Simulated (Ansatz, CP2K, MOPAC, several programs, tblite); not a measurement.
# What each method gives for CaSn₃Se₄ (ordering on rocksalt)

An ordered 8-atom cell of CaSn₃Se₄ on the rocksalt lattice (Pm-3m), relaxed with r2SCAN in Ansatz, was computed with several methods. It is cubic, Pm-3m (No. 221); conventional cell a = 6.004 Å, 27.05 Å³ an atom. Sn has 6 Se at 3.00 Å; Se has 4 Sn at 3.00 Å and 2 Ca at 3.00 Å; Ca has 6 Se at 3.00 Å; Se has 6 Sn at 3.00 Å. (Calculated; spin-unpolarised; the phase may be known or hypothetical.)

```xyz
8
Lattice="6.0038 0.0000 0.0000 0.0000 6.0038 0.0000 0.0000 0.0000 6.0038" Properties=species:S:1:pos:R:3 pbc="T T T"
Sn    3.0019    0.0000    0.0000
Se    0.0000    3.0019    3.0019
Sn    0.0000    3.0019    0.0000
Se    3.0019    0.0000    3.0019
Sn    0.0000    0.0000    3.0019
Se    3.0019    3.0019    0.0000
Ca    3.0019    3.0019    3.0019
Se    0.0000    0.0000    0.0000
```

Gaps and times are for a single point on this cell; volume and bulk modulus come from each method's own relaxation or energy curve at fixed shape. Times are rough, from shared hosts (Arm Neoverse V2), and each method has its own mesh and cell size. A star marks a curve whose lowest point is an end point. PM6 (MOPAC), PM7 (MOPAC), GFN1-xTB (tblite) treat a cluster of cells at its zone centre, which samples few k points: where these miss a band edge, the gap comes out too large for that reason alone. Gaps from k meshes are read at a limited set of points (mesh, symmetry points, PBE's band edges), so each method's own least gap may be somewhat smaller. xTB and the PM methods were fitted mostly to molecules, and can miss a solid's gap by electronvolts. Minimal bases can be far off for gaps. d marks a direct gap, i an indirect one (no mark: not told apart), a dash a value that wasn't computed or didn't pass its checks.

```
                          method              kind      gap (eV)  own volume (Å³/atom)  bulk modulus (GPa)  atoms computed  processor time
                     PM7 (MOPAC)    semi-empirical          3.66                     –                   –              64           2.2 s
light PBE (260 eV, its own mesh)  light plane-wave  overlap 0.05                     –                   –               8             3 s
               GFN1-xTB (tblite)     tight binding             0                     –                   –              64           3.9 s
                             PBE         semilocal  overlap 0.03                 27.57                  48               8            11 s
                  PBE/SZV (CP2K)       small basis             0                30.01*                   –               8            12 s
                     PM6 (MOPAC)    semi-empirical          2.49                     –                   –              64            16 s
                          r2SCAN         semilocal  overlap 0.06                 27.05                  51               8            22 s
                 PBE/DZVP (CP2K)       small basis  overlap 0.03                 27.89                  49               8            25 s
```

Volumes against r2SCAN's: PBE +1.9 %, PBE/DZVP (CP2K) +3.1 %.

Runs without a result: GFN2-xTB (tblite) (single point).

With PBE and r2SCAN the bands overlap or touch, or nearly. Semilocal functionals can close a real gap, so this doesn't show a metal; small gaps of other methods may in turn close between the points read or with spin-orbit coupling, and the solid may be a semimetal.

No spin-orbit coupling is included; it can move band edges with weight on the heavy atoms by tenths of an eV.
